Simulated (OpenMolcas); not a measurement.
# A workflow on HOI (hypoiodous acid)

Wanted: the energy (HF/ANO-RCC-MB), then a single-point energy (CASSCF(6,5)/ANO-RCC-VQZP), then a single-point energy (CASPT2(6,5)/ANO-RCC-VQZP) of HOI (hypoiodous acid). 

The results are computed with OpenMolcas 26.06.

### Step 1. Starting point

The species is HOI (3 atoms), meant as a singlet with charge 0. As SMILES, `OI`. Geometry: relaxed at PBE0-D4/def2-TZVP.

Bond lengths: O1–I2 1.974 Å, O1–H3 0.964 Å. Angles: I2–O1–H3 105.3°.

### Step 2. A single-point energy at HF/ANO-RCC-MB (DKH2) (run 1)

step1.input reads:

```
&GATEWAY
  Coord
  3
  bohr
  O     -0.71097166    -0.88371152    -0.47885660
  I      2.35669635     0.24602344     1.31721470
  H     -1.64574358     0.63768808    -0.83833920
  Basis=ANO-RCC-MB
  Group=NoSym

&SEWARD

&SCF
  PrOrbitals=1 1
```

Command:

```console
$ export MOLCAS_MEM=1860
$ pymolcas step1.input > step1.log
```

Log:

```text
--- Start Module: gateway ---
[...]
--- Stop Module: gateway /rc=_RC_ALL_IS_WELL_ ---
--- Start Module: seward ---
[...]
      Basis functions           33
--- Stop Module: seward /rc=_RC_ALL_IS_WELL_ ---
[...]
--- Start Module: scf ---
[...]
       Convergence after   9 Iterations
[...]
::    Total SCF energy                              -7186.2270732298
[...]
      Total spin, S                                     0.0000000000
[...]
      Total electronic charge=   62.000000
      Total            charge=   -0.000000
[...]
      Dipole Moment (debye):
      Origin of the operator (angstrom)=    1.0518    0.0652    0.5834
                   X=  2.8209E-02               Y=  1.8850E+00               Z=  2.0523E-01           Total=  1.8964E+00
      Quadrupole Moment (debye*angstrom):
[...]
--- Stop Module: scf /rc=_RC_ALL_IS_WELL_ ---
[...]
```

Wall time 2.8 s (1 thread of Arm Neoverse V2, shared host); peak memory 0.41 GiB.

### Step 3. The energy at CASSCF(6,5)/ANO-RCC-VQZP (DKH2, RICD fitting) (run 2)

step2.input reads:

```
* HIO CASSCF

&gateway
 coord
 3
 bohr
 O     -0.71097166    -0.88371152    -0.47885660
 I      2.35669635     0.24602344     1.31721470
 H     -1.64574358     0.63768808    -0.83833920
 basis
 ANO-RCC-MB
 group
 NoSym

&seward

&rasscf
 fileorb
 $CurrDir/step1.ScfOrb
 alter
 2
 1 26 30
 1 27 31
 spin
 1
 nactel
 6 0 0
 inactive
 28
 ras2
 5
 orblisting
 Nothing
>>> COPY $Project.RunFile RUNFIL1
>>> COPY $Project.RasOrb INPORB

&gateway
 coord
 3
 bohr
 O     -0.71097166    -0.88371152    -0.47885660
 I      2.35669635     0.24602344     1.31721470
 H     -1.64574358     0.63768808    -0.83833920
 basis
 ANO-RCC-VQZP
 group
 NoSym
 ricd

&seward
>>> COPY $Project.RunFile RUNFIL2

&expbas

&rasscf
 fileorb
 $Project.ExpOrb
 spin
 1
 nactel
 6 0 0
 inactive
 28
 ras2
 5
 orblisting
 Nothing
 orbappear
 Compact
```

Command:

```console
$ export MOLCAS_MEM=1860
$ pymolcas step2.input > step2.log
```

Log:

```text
--- Start Module: gateway ---
[...]
--- Stop Module: gateway /rc=_RC_ALL_IS_WELL_ ---
[...]
      Basis functions           33
[...]
      Number of active orbitals                  5
[...]
      Spin quantum number                      0.0
[...]
      Active orbitals                            5
[...]
      Number of CSFs                            50
[...]
      Number of root(s) required                 1
[...]
      Convergence after 13 iterations
[...]
      printout of CI-coefficients larger than  0.05 for root  1
      energy=   -7186.288851
      conf/sym  11111     Coeff  Weight
             1  22200  -0.97323 0.94718
             6  22002   0.09621 0.00926
            18  u2dud   0.05152 0.00265
            35  02220   0.19083 0.03642
      Natural orbitals and occupation numbers for root  1
      sym 1:   1.920748   1.997468   1.974936   0.080704   0.026144
      ************************************************************************************************************************
      *                                                    Final results                                                     *
[...]
::    RASSCF root number  1 Total energy:  -7186.28885129
[...]
      Basis functions          178
[...]
--- Start Module: expbas ---
[...]
--- Start Module: rasscf ---
[...]
      Convergence after 19 iterations
[...]
      Natural orbitals and occupation numbers for root  1
      sym 1:   1.952988   1.998403   1.975608   0.048104   0.024898
      ************************************************************************************************************************
      *                                                    Final results                                                     *
[...]
::    RASSCF root number  1 Total energy:  -7186.42330309
[...]
      Total electronic charge=   62.000000
      Total            charge=   -0.000000
[...]
```

Run time: 77 s. Hardware: 1 thread of Arm Neoverse V2, shared host; peak memory 0.45 GiB.

### Step 4. The energy at CASPT2(6,5)/ANO-RCC-VQZP (DKH2, RICD fitting, ipea shift 0.25 Eh, pt2 variant SS) (run 3)

step3.input reads:

```
&gateway
 coord
 3
 bohr
 O     -0.71097166    -0.88371152    -0.47885660
 I      2.35669635     0.24602344     1.31721470
 H     -1.64574358     0.63768808    -0.83833920
 basis=ANO-RCC-VQZP
 group=NoSym
 ricd

&seward

&rasscf
 fileorb=$CurrDir/step2.RasOrb
 spin=1
 nactel=6 0 0
 inactive=28
 ras2=5
 orblisting=Nothing
 orbappear=Compact

&caspt2
 imaginary=0.2
```

Command:

```console
$ export MOLCAS_MEM=1860
$ pymolcas step3.input > step3.log
```

Log:

```text
--- Start Module: gateway ---
[...]
--- Stop Module: gateway /rc=_RC_ALL_IS_WELL_ ---
[...]
      Basis functions          178
[...]
--- Start Module: rasscf ---
[...]
      Number of active orbitals                  5
[...]
      Spin quantum number                      0.0
[...]
      Active orbitals                            5
[...]
      Number of CSFs                            50
[...]
      Number of root(s) required                 1
[...]
      Convergence after  4 iterations
[...]
      printout of CI-coefficients larger than  0.05 for root  1
      energy=   -7186.423303
      conf/sym  11111     Coeff  Weight
             1  22200  -0.98178 0.96389
             6  22002   0.09084 0.00825
            18  u2dud   0.06019 0.00362
            19  u2udd  -0.05765 0.00332
            35  02220   0.13980 0.01954
      Natural orbitals and occupation numbers for root  1
      sym 1:   1.952987   1.998403   1.975608   0.048105   0.024898
      ************************************************************************************************************************
      *                                                    Final results                                                     *
[...]
::    RASSCF root number  1 Total energy:  -7186.42330309
[...]
      Total electronic charge=   62.000000
      Total            charge=   -0.000000
[...]
      Dipole Moment (debye):
      Origin of the operator (angstrom)=    1.0518    0.0652    0.5834
                   X= -1.7422E-01               Y=  1.3139E+00               Z=  3.6721E-02           Total=  1.3259E+00
      Quadrupole Moment (debye*angstrom):
[...]
--- Stop Module: rasscf /rc=_RC_ALL_IS_WELL_ ---
[...]
      E2 (Variational):          -0.8655449576
      Total energy:           -7187.2888480512
[...]
      Reference weight:           0.85714
[...]
::    CASPT2 Root  1     Total energy:  -7187.28884805
[...]
```

Run time: 57 s. Hardware: 1 thread of Arm Neoverse V2, shared host; peak memory 0.76 GiB.

### Step 5. Outcome

| quantity | value |
| --- | --- |
| run 1, HF/ANO-RCC-MB: total energy | -7186.22707 Eh |
| run 1, HF/ANO-RCC-MB: dipole moment | 1.90 D |
| run 1, HF/ANO-RCC-MB: HOMO energy | -10.62 eV |
| run 1, HF/ANO-RCC-MB: LUMO energy | 2.02 eV |
| run 1, HF/ANO-RCC-MB: HOMO–LUMO gap | 12.64 eV |
| run 2, CASSCF(6,5)/ANO-RCC-VQZP: total energy | -7186.42330 Eh |
| run 2, CASSCF(6,5)/ANO-RCC-VQZP: dipole moment (CASSCF density) | 1.33 D |
| run 3, CASPT2(6,5)/ANO-RCC-VQZP: total energy | -7187.28885 Eh |
| run 3, CASPT2(6,5)/ANO-RCC-VQZP: dipole moment (CASSCF density) | 1.33 D |

**Reading.** Mulliken charges (run 2, CASSCF(6,5)/ANO-RCC-VQZP) run from -0.67 on O1 to +0.51 on H3; in a basis this large or diffuse they mean little.
